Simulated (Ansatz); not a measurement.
**CH3F2Ge radical: small, medium and large basis sets**

One table from this session's results is given with a row withheld; the runs are named, their logs left out.

Method: one geometry, several basis sets; program: Ansatz 0.2.0, Gaussian basis.

Levels to be run: PBE0-D4/def2-SVP; ωB97M-V/def2-SVP; PBE0-D4/def2-QZVPP; ωB97M-V/def2-QZVPP; the functionals' def2-TZVPP values are taken from earlier runs.

**The geometry**

An earlier PBE0-D4 in a triple-zeta def2 set relaxation fixed the geometry.

SMILES `[CH3][Ge]([F])[F]`, 7 atoms, charge 0, spin multiplicity 2.

Atoms are counted from 1 here; the program's logs count them from 0.

Bond lengths: C1–Ge2 1.964 Å, C1–H5 1.089 Å, C1–H6 1.089 Å, C1–H7 1.092 Å, Ge2–F3 1.741 Å, Ge2–F4 1.741 Å. Angles: Ge2–C1–H5 109.5°, Ge2–C1–H6 109.5°, Ge2–C1–H7 105.9°, H5–C1–H6 110.6°, H5–C1–H7 110.6°, H6–C1–H7 110.6°, C1–Ge2–F3 106.9°, C1–Ge2–F4 106.9°, F3–Ge2–F4 103.0°.

The first run:

in.yaml

```yaml
crystal:
  periodic: [false, false, false]
  atoms:
    - {symbol: C, position_ang: [-0.293767, 0.798123, -0.204428]}
    - {symbol: Ge, position_ang: [-0.107820, -0.967178, 0.636687]}
    - {symbol: F, position_ang: [1.518502, -1.065855, 1.249652]}
    - {symbol: F, position_ang: [-0.114072, -2.142017, -0.647875]}
    - {symbol: H, position_ang: [-1.263912, 0.867664, -0.693612]}
    - {symbol: H, position_ang: [-0.189370, 1.574176, 0.551993]}
    - {symbol: H, position_ang: [0.511538, 0.866987, -0.938217]}
basis:
  gaussian: {orbitals: def2-SVP}
magnetization: {spin_polarized: true, initial_magnetization: 1}
hamiltonian: {xc: pbe0, dispersion: d4}
output: {orbitals: {seedname: orbitals}}
```

Run with:

```
ansatz run in.yaml --threads 2 --pin off --events-out ev --progress --plain --max-ram 32768MiB --backend cpu
```

Steps of the session up to this table: PBE0-D4 in def2-SVP; ωB97M-V in def2-SVP; PBE0-D4 in def2-QZVPP; ωB97M-V in def2-QZVPP.

One table of the session follows, with a row left open; its other results are not shown here.

It belongs to the step «Density functionals: the series». 

```
functional       basis  HOMO (eV)  LUMO (eV)
   PBE0-D4    def2-SVP      -6.93      -3.43
   PBE0-D4  def2-TZVPP          ?          ?
   PBE0-D4  def2-QZVPP      -7.09      -3.57
   ωB97M-V    def2-SVP      -8.96      -1.55
   ωB97M-V  def2-TZVPP      -9.07      -1.67
   ωB97M-V  def2-QZVPP      -9.13      -1.79
```

Q: Estimate the row for PBE0-D4, def2-TZVPP from the others.

The run gave: HOMO (eV): -7.04; LUMO (eV): -3.50. In the column «HOMO (eV)» it lies between PBE0-D4, def2-QZVPP (-7.09) and PBE0-D4, def2-SVP (-6.93).
